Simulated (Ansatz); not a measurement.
# Sc2AlAs3: the cost of one run

Method: DFT PBE, scalar-relativistic, plane waves, PAW, in Ansatz 0.2.0.

## Step 1: The structure to begin with

It takes space group P-4m2 (No. 115, tetragonal). The conventional cell has a = 3.747 Å, b = 3.747 Å, c = 8.212 Å, α = 90.00°, β = 90.00°, γ = 90.00°. Sc (site symmetry 2mm) is surrounded by 7 As at 2.82 to 2.89 Å and 2 Al at 2.88 Å. Al (site symmetry -4m2) has 4 As at 2.65 Å and 4 Sc at 2.88 Å in its first shell of neighbours. As (site symmetry -4m2) is surrounded by 4 Al at 2.65 Å and 4 Sc at 2.88 Å. As (site symmetry 2mm) has 5 Sc at 2.82 to 2.89 Å in its first shell of neighbours.

Structure file:

```
CELL_PARAMETERS angstrom
3.74675 0.00000 0.00000
0.00000 3.74675 0.00000
0.00000 0.00000 8.21150
ATOMIC_POSITIONS crystal
Sc 0.00000 0.50000 0.73400
Sc 0.50000 0.00000 0.26600
Al 0.00000 0.00000 0.00000
As 0.50000 0.50000 0.00000
As 0.00000 0.50000 0.38200
As 0.50000 0.00000 0.61800
```

Recipe of the guess: species swapped into a database cell of Hf2CuSb3 (P-4m2, No. 115), with Sc on the Hf sites, Al on the Cu sites and As on the Sb sites. Its size is a rough estimate.

## Step 2: The guess as it stands, on a coarse mesh

input.yaml reads:

```yaml
crystal:
  lattice:
    - [3.7467539, 0.0, 0.0]
    - [0.0, 3.7467539, 0.0]
    - [0.0, 0.0, 8.21150153]
  atoms:
    - { symbol: Sc, position: [0.0, 0.5, 0.73400003] }
    - { symbol: Sc, position: [0.5, 0.0, 0.26599997] }
    - { symbol: Al, position: [0.0, 0.0, 0.0] }
    - { symbol: As, position: [0.5, 0.5, 0.0] }
    - { symbol: As, position: [0.0, 0.5, 0.382] }
    - { symbol: As, position: [0.5, 0.0, 0.618] }
basis:
  ecutwfc: 420
kpoints:
  mp_grid: { grid: [4, 4, 2] }
hamiltonian:
  xc: pbe
scf:
  occupations: { method: gaussian, width: 0.1 }
  lower_state_search: "off"
output:
  forces: true
  stress: true
  eigenvalues: true
```

On the command line:

```sh
ansatz run input.yaml --threads 1 --pin off --max-ram 2560MiB --backend cpu --events-out ev --progress --plain --runs-dir out
```

**Question.** How long does this run take on 1 thread of Intel Xeon Platinum 8488C (Sapphire Rapids), shared host, and how much memory does it need?

About 3.4 s, with a peak of 0.4 GiB.
